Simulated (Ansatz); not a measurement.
# NaCu in Ansatz: convergence with scf exx energy threshold

Input of the first run (scf exx energy threshold 0.01); the others differ in this setting and in those tied to it:

The input input.yaml:

```yaml
crystal:
  lattice:
    - [1.29781017, -3.06640507, 0.0]
    - [1.29781017, 3.06640507, 0.0]
    - [0.0, 0.0, 4.55336359]
  atoms:
    - { symbol: Na, position: [0.5, 0.5, 0.5] }
    - { symbol: Cu, position: [0.5, 0.5, 0.0] }
hamiltonian:
  xc: hse06
  pseudopotentials: { kind: paw }
kpoints:
  mp_grid: { grid: [6, 6, 3] }
scf:
  occupations: { method: fermi_dirac, width: 0.05 }
  exx: { energy_threshold: 0.01 }
output:
  forces: true
  stress: true
  eigenvalues: true
```

Potentials or basis: Ansatz PAW.

Command:

```console
$ ansatz run input.yaml --threads 2 --pin off --max-ram 5632MiB --backend cpu --events-out ev --progress --plain --runs-dir out
```

The cell was built by a generator and needn't be a form met in nature.

Hardware: 2 threads of Arm Neoverse V2, with other jobs on the host.

| scf exx energy threshold | energy less the tightest run, at zero smearing (meV/atom) | SCF cycles | CPU time (s) | peak memory (GiB) |
| --- | --- | --- | --- | --- |
| 0.01 | 0.00 | 19 | 21 | 0.8 |
| 0.001 | 0.00 | 19 | 21 | 0.8 |
| 0.0001 | 0.00 | 19 | 21 | 0.8 |
| 1e-05 | 0.00 | 19 | 22 | 0.8 |
| 1e-06 | 0.00 | 20 | 23 | 0.81 |
| 1e-07 | 0.00 | 24 | 25 | 0.81 |

Against the tightest run, the energy stays within 1 meV/atom from 0.01 on. The tightest run that finished is the yardstick and may itself not be fully converged.

Caveat, for the tightest run too: the k mesh is coarse (spacing up to 0.46 Å⁻¹), so the values aren't converged, least of all with exact exchange.
